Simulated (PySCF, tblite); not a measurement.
**AsFGa₂H₄, a small molecule taken as a stand-in for a surface group (Ga-backed As): NMR shifts, core binding energies and electronic excitations**

Wanted: the NMR shifts, core binding energies and electronic excitations for `F[As]([GaH2])[GaH2]`.

Programs: tblite 0.8.0 and PySCF 2.14.0. All values are calculated, for the isolated system unless a continuum is named. Atoms count from 0, parts from 1.

### 1 Starting point

8 atoms, charge 0, multiplicity 1; geometry: distance geometry start.

### 2 Relaxing the cluster with GFN2-xTB

What the job is given:

```
{"job": {"kind": "relax", "xc": "GFN2-xTB", "basis": "xTB"}, "charge": 0, "multiplicity": 1}
Ga     0.037400    -3.178615     0.990165
As     0.513225    -1.378044    -0.563582
Ga    -0.385605     0.758144     0.030809
F      2.115214    -1.379084    -1.254634
H     -1.449044    -3.391898     1.331637
H      1.017516    -3.362890     2.153402
H     -0.336021     1.151500     1.504887
H     -1.627990     1.184099    -0.753776
```

Method: GFN2-xTB geometry optimisation, gas phase.

The run is started by

```console
> OMP_NUM_THREADS=1 python cluster_run.py task.json out
```

One launch serves the whole session: the jobs run in the order shown.

What it wrote:

```text
step      E/eV     max force
  0    -312.14721    2.705
  1    -312.33821    2.181
  2    -312.72252    1.874
  3    -312.85567    1.797
  4    -312.96596    1.540
  5    -313.08258    1.163
  6    -313.19853    0.606
  7    -313.22851    0.583
  8    -313.24408    0.513
  9    -313.30542    0.575
 10    -313.32556    0.421
 11    -313.34447    0.372
 12    -313.35897    0.282
 13    -313.37094    0.266
 14    -313.37582    0.221
 15    -313.38236    0.224
 16    -313.39262    0.277
 17    -313.42032    0.464
 18    -313.45907    0.511
 19    -313.48746    0.589
 20    -313.50483    0.627
 21    -313.52526    0.484
 22    -313.56040    0.294
 23    -313.57418    0.362
 24    -313.59766    0.497
 25    -313.62524    0.562
 26    -313.65785    0.449
 27    -313.67082    0.408
 28    -313.67445    0.328
 29    -313.68520    0.164
 30    -313.68743    0.162
 31    -313.69499    0.116
 32    -313.69637    0.117
 33    -313.69762    0.095
 34    -313.69815    0.054
 35    -313.69843    0.028
 36    -313.69851    0.028
 37    -313.69858    0.029
 38    -313.69869    0.030
 39    -313.69891    0.033
 40    -313.69928    0.049
 41    -313.69968    0.050
 42    -313.69997    0.042
 43    -313.70014    0.043
 44    -313.70032    0.045
 45    -313.70062    0.048
 46    -313.70101    0.072
 47    -313.70142    0.081
 48    -313.70180    0.072
 49    -313.70224    0.081
 50    -313.70275    0.079
 51    -313.70326    0.066
 52    -313.70367    0.062
 53    -313.70399    0.049
 54    -313.70422    0.032
 55    -313.70437    0.030
 56    -313.70446    0.036
 57    -313.70456    0.040
 58    -313.70473    0.040
 59    -313.70496    0.032
 60    -313.70516    0.023
 61    -313.70524    0.011
 62    -313.70525    0.007
```

It took 1.7 s on 1 thread of Arm Neoverse V1, shared host.

Along the way:

```tsv
step	energy from step 0 (eV)	largest force (eV/Å)
0	0.0000	2.7049
2	-0.5753	1.8734
4	-0.8188	1.5400
6	-1.0513	0.6058
8	-1.0969	0.5129
10	-1.1784	0.4207
12	-1.2118	0.2811
14	-1.2286	0.2206
16	-1.2454	0.2771
18	-1.3119	0.5107
20	-1.3576	0.6270
22	-1.4132	0.2938
24	-1.4505	0.4961
26	-1.5106	0.4491
28	-1.5272	0.3279
30	-1.5402	0.1611
32	-1.5492	0.1164
34	-1.5509	0.0540
36	-1.5513	0.0284
38	-1.5515	0.0302
40	-1.5521	0.0488
42	-1.5528	0.0422
44	-1.5531	0.0448
46	-1.5538	0.0725
48	-1.5546	0.0725
50	-1.5555	0.0792
52	-1.5565	0.0620
54	-1.5570	0.0319
56	-1.5573	0.0355
58	-1.5575	0.0394
60	-1.5580	0.0237
62	-1.5580	0.0073
```

Close pairs (by a distance rule), those that changed most:

```tsv
bond	before (Å)	after (Å)	change (Å)
As1–F3	1.745	1.943	+0.198
Ga0–H4	1.540	1.627	+0.087
Ga2–H7	1.530	1.616	+0.086
Ga2–H6	1.526	1.594	+0.067
As1–Ga2	2.393	2.446	+0.054
Ga0–H5	1.532	1.579	+0.046
Ga0–As1	2.425	2.456	+0.030
```

### 3 Relaxing the molecule at PBE0-D3(BJ)/def2-SVP

What the job is given:

```
{"job": {"xc": "PBE0", "basis": "def2-SVP", "d3": "d3bj", "grid": 2, "kind": "geom", "shake": 0.01}, "charge": 0, "multiplicity": 1}
Ga    -0.016826    -1.497971     0.420038
As     0.404965    -0.499018    -1.793776
Ga    -0.477988     1.394137    -0.513784
F      1.835182     0.069887    -0.560970
H     -1.447365    -2.006207     1.028654
H      1.167154    -1.700920     1.402293
H      0.200848     1.777426     0.899479
H     -1.619894     2.434114    -0.909833
```

What it wrote:

```text
step   0  E = -6186.09302298  max force = 0.037707
step   1  E = -6186.10596823  max force = 0.027395
step   2  E = -6186.11313359  max force = 0.012867
step   3  E = -6186.11647430  max force = 0.007799
step   4  E = -6186.11764707  max force = 0.003177
step   5  E = -6186.12050535  max force = 0.005763
step   6  E = -6186.12144842  max force = 0.007948
step   7  E = -6186.12210660  max force = 0.004195
step   8  E = -6186.12224615  max force = 0.000723
step   9  E = -6186.12227348  max force = 0.000485
step  10  E = -6186.12228275  max force = 0.000250
optimisation converged
```

Wall time 2.2 min (1 thread of Arm Neoverse V1, shared host); peak memory 0.59 GiB.

Relaxation path:

```tsv
step	energy from step 0 (eV)	largest force component (eV/Å)
0	0.0000	1.9390
1	-0.3523	1.4087
2	-0.5472	0.6616
3	-0.6381	0.4010
4	-0.6701	0.1634
5	-0.7478	0.2963
6	-0.7735	0.4087
7	-0.7914	0.2157
8	-0.7952	0.0372
9	-0.7959	0.0249
10	-0.7962	0.0129
```

Distances of close pairs at the start and the end, largest changes first:

```tsv
bond	before (Å)	after (Å)	change (Å)
As1–F3	1.972	1.782	-0.190
Ga0–H4	1.636	1.569	-0.066
Ga0–As1	2.465	2.404	-0.061
Ga2–H6	1.614	1.564	-0.050
As1–Ga2	2.450	2.404	-0.046
Ga2–H7	1.594	1.569	-0.025
Ga0–H5	1.552	1.564	+0.013
```

The next job starts from the end point, and lists it.

```tsv
at the end point	value
point group (found at 0.08 Å tolerance)	Cs
rotational constants (GHz, main isotopes)	2.076, 1.084, 0.814
dipole moment (D)	1.87
```

### 4 NMR shieldings: PBE0/pcSseg-2

What the job is given:

```
{"job": {"kind": "nmr", "xc": "PBE0", "basis": "pcSseg-2"}, "charge": 0, "multiplicity": 1}
Ga    -0.140120    -1.641604     0.543563
As     0.563557    -0.311563    -1.330945
Ga    -0.439858     1.638119    -0.345766
F      2.251793    -0.025173    -0.838474
H     -1.646414    -2.079202     0.591757
H      0.951024    -2.115122     1.559596
H      0.504057     2.727646     0.260988
H     -1.997959     1.778347    -0.468618
```

Level: GIAO PBE0/pcSseg-2 NMR shielding, non-relativistic, gas phase.

What it wrote:

```text
coarse grid: 37352 points
cycle   1  E = -6186.9386960447  dE = -1.793e+00  |g| = 1.860e+00  |ddm| = 2.269e+00
cycle   2  E = -6186.5200563893  dE =  4.186e-01  |g| = 2.610e+00  |ddm| = 1.301e+00
cycle   3  E = -6187.1055598574  dE = -5.855e-01  |g| = 4.554e-01  |ddm| = 1.014e+00
cycle   4  E = -6187.1350345323  dE = -2.947e-02  |g| = 1.749e-01  |ddm| = 2.494e-01
cycle   5  E = -6187.1384210880  dE = -3.387e-03  |g| = 3.679e-02  |ddm| = 6.539e-02
cycle   6  E = -6187.1385128206  dE = -9.173e-05  |g| = 9.336e-03  |ddm| = 1.322e-02
cycle   7  E = -6187.1385188974  dE = -6.077e-06  |g| = 2.024e-03  |ddm| = 5.902e-03
final grid: 72752 points
cycle   8  E = -6187.1385203901  dE =  1.039e-06  |g| = 3.418e-03  |ddm| = 5.018e-03
cycle   9  E = -6187.1385173837  dE =  3.006e-06  |g| = 5.678e-03  |ddm| = 6.690e-03
cycle  10  E = -6187.1385227563  dE = -5.373e-06  |g| = 4.196e-04  |ddm| = 3.635e-03
cycle  11  E = -6187.1385227942  dE = -3.795e-08  |g| = 9.568e-05  |ddm| = 3.327e-04
cycle  12  E = -6187.1385227955  dE = -1.251e-09  |g| = 1.299e-05  |ddm| = 4.994e-05
cycle  13  E = -6187.1385227955  dE = -1.000e-11  |g| = 7.192e-06  |ddm| = 8.354e-06
converged SCF energy = -6187.1385227955

GIAO shielding tensors (ppm)
atom      isotropic    diamagn.    paramagn.     s11        s22        s33       span
  0 Ga    1060.843    2637.483   -1576.640    582.164   1094.824   1505.541    923.377
  1 As     429.760    2874.778   -2445.018    257.616    309.920    721.742    464.126
  2 Ga    1060.561    2637.498   -1576.938    581.174   1095.530   1504.978    923.804
  3 F      517.107     468.737      48.370    357.644    595.165    598.512    240.868
  4 H       23.977      27.618      -3.641     18.686     21.221     32.025     13.339
  5 H       23.828      27.579      -3.750     18.436     20.882     32.167     13.731
  6 H       23.824      27.583      -3.760     18.420     20.883     32.168     13.748
  7 H       23.979      27.623      -3.644     18.686     21.227     32.025     13.338
```

Wall time 60 s (1 thread of Arm Neoverse V1, shared host); peak memory 1.3 GiB.

The references, computed at this level on geometries of the same kind, shield at (ppm): 1H TMS 31.25, 19F CFCl3 175.8, 75As AsH3 1915, 71Ga GaH4- 1718. Their shielding less the atom's gives the shift. The references are single molecules in the gas phase, so shifts against H2O, NH3, PH3, H3PO4 or CFCl3 are not on the usual liquid scales and can be off by tens of ppm. Shifts against hydride references such as AlH4− lie on their own scale. Atoms listed in one row are averaged.

```tsv
atoms	environment	σ (ppm)	δ (ppm)
H5, H6	hydrogen on a Ga bonded to As	23.83	7.42
H4, H7	hydrogen on a Ga bonded to As	23.98	7.27
Ga0, Ga2	Ga bonded to As, 2 H	1061	657
As1	arsenic bonded to F, 2 Ga	430	1485
F3	fluorine bonded to As	517.1	-341.3
```

Charges from the same density, by scheme (e):

```tsv
atoms	Mulliken	IAO	Hirshfeld	ESP fit
Ga0, Ga2	0.36	0.33	0.33	0.52
As1	0.11	0.33	0.06	-0.06
F3	-0.38	-0.52	-0.23	-0.25
```

Mayer bond orders: Ga0–As1 1.01, As1–Ga2 1.01, As1–F3 0.80.

### 5 Core-electron binding energies: SCAN, X2C

The job, as its differences from that of step 4:

```diff
@@ -1,2 +1,2 @@
-{"job": {"kind": "nmr", "xc": "PBE0", "basis": "pcSseg-2"}, "charge": 0, "multiplicity": 1}
+{"job": {"kind": "xps", "holes": 5}, "charge": 0, "multiplicity": 1}
 Ga    -0.140120    -1.641604     0.543563
```

Level: delta-SCF UKS SCAN, pcX-2 on the ionised atom, pcseg-1 elsewhere, spin-free X2C.

What it wrote:

```text
ground state, core basis on atom 3 (F), 146 functions
  cycle   1  E = -6237.11185784  |g| = 6.78e-01
  cycle   2  E = -6235.88341478  |g| = 2.58e+00
  cycle   3  E = -6237.18743157  |g| = 1.18e-01
  cycle   4  E = -6237.18909546  |g| = 1.02e-01
  cycle   5  E = -6237.19156194  |g| = 2.50e-02
  cycle   6  E = -6237.19166172  |g| = 8.23e-03
  cycle   7  E = -6237.19169212  |g| = 2.49e-03
  cycle   8  E = -6237.19169456  |g| = 7.77e-04
  cycle   9  E = -6237.19169804  |g| = 7.61e-05
  E(ground) = -6237.60241070 Eh
hole in F 1s of atom 3
  cycle   1  E = -6210.86582247  |g| = 2.59e+00
  cycle   2  E = -6210.47256167  |g| = 2.26e+00
  cycle   3  E = -6211.57942583  |g| = 5.35e-01
  cycle   4  E = -6211.52380556  |g| = 5.59e-01
  cycle   5  E = -6211.79824884  |g| = 5.29e-02
  cycle   6  E = -6211.79920178  |g| = 4.30e-02
  cycle   7  E = -6211.80087597  |g| = 2.97e-03
  cycle   8  E = -6211.80088152  |g| = 1.26e-03
  cycle   9  E = -6211.80088184  |g| = 3.68e-04
  E(ion) = -6212.21843357 Eh   <S^2> = 0.7579   hole on atom = 1.000   binding energy = 690.733 eV
```

Run time: 5.2 s. Hardware: 1 thread of Arm Neoverse V1, shared host; peak memory 0.34 GiB.

The holes in one table. −ε is the ground-state orbital energy:

```tsv
hole	stands for	environment	ΔSCF (eV)	−ε (eV)	⟨S²⟩
F1s on F3	F3	fluorine bonded to As	690.73	665.9	0.758
```

### 6 Ultraviolet spectrum: CAM-B3LYP/def2-SVPD

The job, as its differences from that of step 5:

```diff
@@ -1,2 +1,2 @@
-{"job": {"kind": "xps", "holes": 5}, "charge": 0, "multiplicity": 1}
+{"job": {"kind": "uv", "xc": "CAM-B3LYP", "basis": "def2-SVPD", "nstates": 6, "ntriplets": 2, "ip": true}, "charge": 0, "multiplicity": 1}
 Ga    -0.140120    -1.641604     0.543563
```

Method: TDDFT CAM-B3LYP/def2-SVPD, vertical, gas phase, core orbitals frozen in the response.

What it wrote:

```text
coarse grid: 37352 points
cycle   1  E = -6187.2292050216  dE = -1.638e+00  |g| = 8.541e-01  |ddm| = 3.052e+00
cycle   2  E = -6187.1336651980  dE =  9.554e-02  |g| = 1.196e+00  |ddm| = 1.466e+00
cycle   3  E = -6187.3338480239  dE = -2.002e-01  |g| = 1.444e-01  |ddm| = 8.506e-01
cycle   4  E = -6187.3368401267  dE = -2.992e-03  |g| = 4.082e-02  |ddm| = 1.316e-01
cycle   5  E = -6187.3370983669  dE = -2.582e-04  |g| = 8.723e-03  |ddm| = 3.743e-02
cycle   6  E = -6187.3371091674  dE = -1.080e-05  |g| = 2.218e-03  |ddm| = 1.053e-02
cycle   7  E = -6187.3371102582  dE = -1.091e-06  |g| = 4.617e-04  |ddm| = 3.746e-03
final grid: 72752 points
cycle   8  E = -6187.3370474336  dE = -1.093e-07  |g| = 4.835e-04  |ddm| = 1.818e-03
cycle   9  E = -6187.3370474350  dE = -1.399e-09  |g| = 5.868e-04  |ddm| = 1.189e-03
cycle  10  E = -6187.3370474851  dE = -5.012e-08  |g| = 5.352e-05  |ddm| = 5.661e-04
cycle  11  E = -6187.3370474863  dE = -1.134e-09  |g| = 2.740e-05  |ddm| = 9.071e-05
cycle  12  E = -6187.3370474867  dE = -4.784e-10  |g| = 1.248e-05  |ddm| = 7.292e-05
converged SCF energy = -6187.3370474867

Static polarisability (au): isotropic 98.294, principal 82.327 95.156 117.400

Singlet excitations
state   eV       nm        f      main configurations
  1   3.7420    331.3   0.01484   H->L 0.96
  2   3.8168    324.8   0.00537   H-1->L 0.93
  3   4.4727    277.2   0.00324   H->L+1 0.82, H->L+2 0.14
  4   4.8332    256.5   0.00017   H-1->L+1 0.79, H-1->L+2 0.13
  5   5.2439    236.4   0.00026   H-2->L 0.88
  6   5.4057    229.4   0.00192   H-1->L+2 0.72, H-1->L+1 0.12, H-3->L 0.09

Triplet excitations (Tamm-Dancoff, eV): 3.0533 3.4130
Vertical ionisation energy (delta-SCF) = 9.1988 eV
Vertical electron affinity (delta-SCF) = 1.0980 eV
```

Run time: 83 s. Hardware: 1 thread of Arm Neoverse V1, shared host; peak memory 0.88 GiB.

Frontier orbitals and where they lie:

```tsv
orbital	eV	atoms
HOMO−3	-10.54	Ga2 22 %, Ga0 21 %, H7 14 %
HOMO−2	-10.33	Ga0 22 %, Ga2 21 %, H5 14 %
HOMO−1	-8.80	As1 42 %, Ga0 17 %, Ga2 17 %
HOMO	-8.45	As1 51 %, Ga2 14 %, Ga0 14 %
LUMO	-1.78	Ga0 31 %, Ga2 31 %, As1 20 %
LUMO+1	-0.36	As1 38 %, Ga2 21 %, Ga0 20 %
LUMO+2	-0.34	Ga0 33 %, Ga2 31 %, As1 12 %
```

With each of the 6 states as a Gaussian band of 0.4 eV half-width at 1/e, the curve within the window shown has maxima at 329 nm (ε 820), 230 nm (ε 89) L/(mol cm). Beyond the last state computed it falls off for lack of states. The curve at chosen wavelengths:

nm, ε (L/mol/cm) and a bar:
```
      217         47 
      224         78 #
      231         89 ##
      238         78 #
      245         65 #
      252         68 #
      259         90 ##
      267        126 ###
      274        158 ####
      281        193 ######
      288        246 ########
      295        333 ###########
      302        455 ################
      309        592 #####################
      316        716 ##########################
      323        797 #############################
      330        818 ##############################
      337        779 #############################
      344        694 #########################
      352        566 ####################
      359        448 ################
      366        338 ###########
      373        246 ########
      380        172 #####
      387        117 ###
      394         77 #
```

Ground-state properties from the same run:

```tsv
property	computed
dipole moment (D)	2.12
polarisability (Å³)	14.57
HOMO–LUMO gap (eV)	6.68
−ε(HOMO) (eV)	8.45
```

### 7 Results

```
                                                                  quantity                        value
                                                               point group                           Cs
                                      rotational constants (main isotopes)         2.08, 1.08, 0.81 GHz
    1H shifts against TMS (PBE0/pcSseg-2, means over atoms taken as alike)               7.42, 7.27 ppm
71Ga shifts against GaH4- (PBE0/pcSseg-2, means over atoms taken as alike)                      657 ppm
                                  75As shifts against AsH3 (PBE0/pcSseg-2)                     1485 ppm
                                  19F shifts against CFCl3 (PBE0/pcSseg-2)                   -341.3 ppm
                                          F1s binding energies, SCAN/pcX-2                 F3 690.73 eV
                                      lowest singlet (CAM-B3LYP/def2-SVPD)  3.74 eV (331 nm), f = 0.015
                                                            lowest triplet                      3.05 eV
                                         vertical ionisation energy (ΔSCF)                      9.20 eV
                                         vertical electron affinity (ΔSCF)                      1.10 eV
```

The start of the PBE0/def2-SVP relaxation was shaken at random by about 0.01 Å, so part of the energy gained, and of the first lengths quoted, undoes that. The optimisation took 10 steps and gained 0.796 eV; among the close pairs (by a distance rule), As1–F3 changed most, from 1.972 to 1.782 Å (PBE0/def2-SVP). At PBE0/pcSseg-2: The largest span, 924 ppm, is at Ga0, Ga2, where the paramagnetic term is -1577 ppm. The first singlet state (HOMO→LUMO 0.96) lies at 3.74 eV and is weak. The lowest triplet lies 0.69 eV below the lowest singlet (triplets in Tamm-Dancoff, singlets in full TDDFT). The orbital energy would give 8.45 eV for ionisation, ΔSCF gives 9.20 eV. Spin-orbit coupling is left out, which matters for shieldings and couplings at and beside the heavy atoms.
